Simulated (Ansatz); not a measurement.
Task: a rigid scan of one bond length of GeH5NSe, SMILES [NH2][GeH2][SeH], with the Ansatz DFT code, driven from Python. Give the script and its output. Level of theory (for the species named): r2scan0, def2-SVP basis, multiplicity 1.

`geh5nse.xyz`
```text
8

N    -1.06750    0.20740   -0.74790
Ge    0.49820    0.34300    0.16050
Se    1.03860   -1.79320    0.94850
H    -0.88590   -0.36950   -1.57970
H    -1.29390    1.19810   -1.16480
H     0.35940    1.33910    1.35450
H     1.63880    0.85510   -0.79040
H    -0.19560   -1.83710    1.76340
```

`run_scan.py`
```python
"""Stretching a bond of GeH5NSe, the rest held rigid."""

import ansatz as az
import numpy as np

geh5nse = az.Crystal.molecule_from_extxyz("geh5nse.xyz")

symbols = [site.symbol for site in geh5nse.cartesian_sites]
start = np.array([site.position_ang for site in geh5nse.cartesian_sites])
axis = (start[3] - start[0]) / np.linalg.norm(start[3] - start[0])
moving = [3]
lengths, energies = [0.87, 0.95, 1.03, 1.13, 1.29, 1.54, 1.85, 2.26], []
for length in lengths:
    xyz = start.copy()
    xyz[moving] += (length - np.linalg.norm(start[3] - start[0])) * axis
    point = az.Crystal.molecule()
    for symbol, place in zip(symbols, xyz):
        point = point.atom(symbol, place.tolist())
    job = point.calculation().basis(gaussian="def2-SVP").functional("r2scan0")
    report = job.run(threads=1).report
    energies.append(report["free_energy_ev"])
    print(f"r = {length:6.3f} A  E = {energies[-1]:.5f} eV  <S^2> = {abs(report['mean_field']['state']['spin_squared']):.3f}")

print("energy above the lowest point (eV):", [round(e - min(energies), 3) for e in energies])
```

`python run_scan.py` gives:
```text
r =  0.870 A  E = -123420.96619 eV  <S^2> = 0.000
r =  0.950 A  E = -123421.53225 eV  <S^2> = 0.000
r =  1.030 A  E = -123421.64887 eV  <S^2> = 0.000
r =  1.130 A  E = -123421.42678 eV  <S^2> = 0.000
r =  1.290 A  E = -123420.66720 eV  <S^2> = 0.000
r =  1.540 A  E = -123419.24002 eV  <S^2> = 0.000
r =  1.850 A  E = -123417.67525 eV  <S^2> = 0.000
r =  2.260 A  E = -123416.17662 eV  <S^2> = 0.000
energy above the lowest point (eV): [0.683, 0.117, 0.0, 0.222, 0.982, 2.409, 3.974, 5.472]
```

Caveats:
- Total energies depend on the basis set; only differences at equal settings carry meaning.
- The rest of the molecule is held rigid at a force-field or estimated start geometry, and the basis set is modest; single-reference methods fail as a bond breaks.
- The orbitals are restricted, so S² is zero by construction.
- Toward dissociation an unrestricted state can lie under the restricted one, by tenths of an eV for polar bonds under a functional and by 1 to 2 eV or more for others.
- Wall time of the script: 57 s on 1 thread of Arm Neoverse V1, on a shared host, peak memory 0.32 GiB.

(Lines on the test bed's own set-up are left out of the output.)
